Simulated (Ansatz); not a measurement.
# GeNO+ (triplet): wave-function methods side by side, cc-pVDZ

One table from this session's results is given with a row withheld; the runs are named, their logs left out.

The runs use Ansatz 0.2.0, Gaussian basis; cc-pVDZ, core rule «outside noble gas», up to 16 orbitals frozen.

The runs, in order: UHF; CCSD(T) on ROHF; CCSD(T) on UHF; BCCD(T) on ROHF; CISD; CCSDT(Q) on ROHF; CCSDT(Q) on UHF.

31 further runs of the same task are left out: 1 for a known fault of the program, 19 that didn't finish, 11 set aside as unsound or not needed.

## The geometry

The geometry is a PBE0/def2-TZVP stationary point (not a proven minimum) of the parent state, kept for this charge and spin. No spin-orbit coupling is included. The filled d shell of Ge may be among the frozen orbitals whatever the setting's name suggests; the logs give the count.

3 atoms, charge 1, spin multiplicity 3.

Atoms are counted from 1 here; the program's logs count them from 0.

Bond lengths: Ge1–N2 1.964 Å, N2–O3 1.186 Å. Angles: Ge1–N2–O3 125.5°.

The first run:

Contents of in.yaml:

```yaml
crystal:
  periodic: [false, false, false]
  atoms:
    - {symbol: Ge, position_ang: [0.000000, -0.030940, 0.697355]}
    - {symbol: N, position_ang: [0.000000, 0.477061, -1.200315]}
    - {symbol: O, position_ang: [0.000000, -0.277170, -2.115293]}
basis:
  gaussian: {orbitals: cc-pVDZ}
total_charge: 1
magnetization: {spin_polarized: true, initial_magnetization: 2}
hamiltonian: {xc: hf}
output: {orbitals: {seedname: orbitals}}
```

Started as:

```console
$ ansatz run in.yaml --threads 1 --pin off --events-out ev --progress --plain --max-ram 2393MiB
```

Steps of the session up to this table: UHF; CCSD(T) on ROHF; CCSD(T) on UHF; BCCD(T) on ROHF; CISD; CCSDT(Q) on ROHF; CCSDT(Q) on UHF.

One table of the session follows, with a row left open; its other results are not shown here.

```
   method  from RCCSDT(Q) (kcal/mol)
     ROHF                    +274.83
      UHF                    +265.90
     RMP2                     +21.81
     UMP2                     +26.51
    RCCSD                     +14.26
    UCCSD                     +13.71
 RCCSD(T)                      +2.64
 UCCSD(T)                      +2.81
  BCCD(T)                      +2.90
   RCCSDT                      +1.86
   UCCSDT                          ?
RCCSDT(Q)                          0
UCCSDT(Q)                      -0.26
```

Estimate the missing values for UCCSDT.

The run gave: from RCCSDT(Q) (kcal/mol): +1.79. In the column «from RCCSDT(Q) (kcal/mol)» it lies between RCCSDT(Q) (0) and RCCSDT (+1.86).

Not comparable, so not listed: CISD (they don't share determinant, frozen orbitals or solution with the rows shown, or repeat one).

Caveats from the session: Restricted and unrestricted rows rest on different reference determinants; where their highest levels disagree by more than a few hundredths of an eV, they describe different states and don't form one ladder.
